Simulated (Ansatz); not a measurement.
# CH4AlNSi: the cost of one run

Program: Ansatz 0.2.0, Gaussian basis. Level of theory: the settings change from run to run. These are calculated values, not measurements.

## (1) The relaxed structure

An earlier PBE0-D4 in a triple-zeta def2 set relaxation fixed the geometry.

8 atoms, charge 0, spin multiplicity 1.

Atoms are counted from 1 here; the program's logs count them from 0.

Bond lengths: C1–N2 1.284 Å, C1–Al4 2.003 Å, C1–H5 1.099 Å, N2–Si3 1.795 Å, Si3–Al4 2.427 Å, Si3–H6 1.490 Å, Si3–H7 1.490 Å, Al4–H8 1.597 Å. Angles: N2–C1–Al4 104.0°, N2–C1–H5 117.8°, Al4–C1–H5 138.2°, C1–N2–Si3 111.1°, N2–Si3–Al4 75.3°, N2–Si3–H6 110.3°, N2–Si3–H7 110.3°, Al4–Si3–H6 123.9°, Al4–Si3–H7 123.9°, H6–Si3–H7 106.7°, C1–Al4–Si3 69.7°, C1–Al4–H8 137.6°, Si3–Al4–H8 152.7°.

## (2) r2SCAN0/cc-pVTZ

Options: atoms shaken by 0.03 Å, relativity set to scalar.

File in.yaml:

```yaml
crystal:
  periodic: [false, false, false]
  atoms:
    - {symbol: C, position_ang: [-0.605639, 0.296951, -1.168124]}
    - {symbol: N, position_ang: [0.451934, 0.948832, -0.745091]}
    - {symbol: Si, position_ang: [0.944323, 0.252970, 0.765529]}
    - {symbol: Al, position_ang: [-0.998028, -1.024085, 0.195193]}
    - {symbol: H, position_ang: [-1.035211, 0.695380, -2.207120]}
    - {symbol: H, position_ang: [1.014049, 1.286260, 1.867448]}
    - {symbol: H, position_ang: [2.363288, -0.279812, 0.673143]}
    - {symbol: H, position_ang: [-2.091599, -2.166227, 0.477612]}
basis:
  gaussian: {orbitals: cc-pVTZ}
hamiltonian: {xc: {name: r2SCAN0}, pseudopotentials: {relativity: scalar}}
output: {forces: true}
```

Launch:

```bash
$ ansatz run in.yaml --threads 2 --pin off --events-out ev --progress --plain --max-ram 4352MiB
```

**Question.** How long does this run take on 2 threads of Arm Neoverse V2, shared host, and how much memory does it need?

About 5.5 s, with a peak of 0.44 GiB.
